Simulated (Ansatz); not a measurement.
**CH5GaOS: a ladder of functionals and wavefunction methods**

The task here is to estimate one member of a computed series from the others.

The runs use Ansatz 0.2.0, Gaussian basis; functionals in def2-TZVPP, the program's frozen cores in correlated methods.

Plan: PBE-D4, r2SCAN-D4, PBE0-D4, B3LYP-D4, ωB97X-V, ωB97M-V, B2PLYP; CCSD(T)/def2-TZVPP; CCSD(T)/def2-QZVPP; extrapolation to the limit.

## Structure used throughout

The geometry comes from an earlier relaxation with PBE0-D4 in a triple-zeta def2 set; it is a stationary point, not always the lowest conformer.

9 atoms, charge 0, spin multiplicity 1.

Atoms are counted from 1 here; the program's logs count them from 0.

Bond lengths: C1–O2 1.405 Å, C1–H5 1.096 Å, C1–H6 1.096 Å, C1–H7 1.099 Å, O2–Ga3 1.780 Å, Ga3–S4 2.188 Å, Ga3–H8 1.555 Å, S4–H9 1.345 Å. Angles: O2–C1–H5 109.9°, O2–C1–H6 109.9°, O2–C1–H7 113.3°, H5–C1–H6 108.0°, H5–C1–H7 107.8°, H6–C1–H7 107.8°, C1–O2–Ga3 123.2°, O2–Ga3–S4 112.9°, O2–Ga3–H8 121.3°, S4–Ga3–H8 125.9°, Ga3–S4–H9 91.9°.

Coordinates:

```xyz
9
charge 0, multiplicity 1
C     0.73260   -1.33723    0.39256
O    -0.20264   -0.49421   -0.22978
Ga   -0.22733    1.27129   -0.00141
S    -1.82401    2.25202   -1.13045
H     1.30964   -1.87833   -0.36534
H     0.21383   -2.07531    1.01406
H     1.44368   -0.79903    1.03429
H     0.80499    1.98070    0.91954
H    -2.25075    1.08010   -1.63346
```

Set-up of the first run:

The input, in.yaml:

```yaml
crystal:
  periodic: [false, false, false]
  atoms:
    - {symbol: C, position_ang: [0.732600, -1.337226, 0.392556]}
    - {symbol: O, position_ang: [-0.202639, -0.494214, -0.229785]}
    - {symbol: Ga, position_ang: [-0.227333, 1.271289, -0.001412]}
    - {symbol: S, position_ang: [-1.824011, 2.252016, -1.130448]}
    - {symbol: H, position_ang: [1.309637, -1.878328, -0.365345]}
    - {symbol: H, position_ang: [0.213832, -2.075308, 1.014061]}
    - {symbol: H, position_ang: [1.443676, -0.799032, 1.034289]}
    - {symbol: H, position_ang: [0.804988, 1.980702, 0.919539]}
    - {symbol: H, position_ang: [-2.250750, 1.080101, -1.633465]}
basis:
  gaussian: {orbitals: def2-TZVPP}
hamiltonian: {xc: pbe, dispersion: d4}
output: {forces: true, orbitals: {seedname: orbitals}}
```

The run is started by

```sh
ansatz run in.yaml --threads 2 --pin off --events-out ev --progress --plain --max-ram 32768MiB --backend cpu
```

Steps of the session up to this table: PBE-D4 (GGA); r2SCAN-D4 (meta-GGA); PBE0-D4 (hybrid); B3LYP-D4 (hybrid); ωB97X-V (range-separated); ωB97M-V (range-separated); B2PLYP (double hybrid); CCSD(T) in def2-TZVPP; CCSD(T) in def2-QZVPP.

One table of the session follows, with a row left open; its other results are not shown here.

It belongs to the step «Atomisation energies». 

```
            method  atomisation energy (kJ/mol)
            PBE-D4                       2993.1
         r2SCAN-D4                       2970.3
           PBE0-D4                       2940.3
          B3LYP-D4                       2933.5
           ωB97X-V                       2969.5
           ωB97M-V                       2957.5
            B2PLYP                       2914.6
     HF/def2-TZVPP                       2105.4
    MP2/def2-TZVPP                            ?
   CCSD/def2-TZVPP                       2849.5
CCSD(T)/def2-TZVPP                       2896.1
           MP2/CBS                       3009.5
       CCSD(T)/CBS                       2966.5
```

**Question.** Estimate the row for MP2/def2-TZVPP.

**Answer.** atomisation energy (kJ/mol): 2939.1. In the column «atomisation energy (kJ/mol)» it lies between B3LYP-D4 (2933.5) and PBE0-D4 (2940.3).

Caveats from the session: Free atoms (1 C, 1 O, 1 Ga, 1 S, 5 H) were run apart at each level; the atomisation energy is their sum less the molecule, without zero-point or spin-orbit terms.
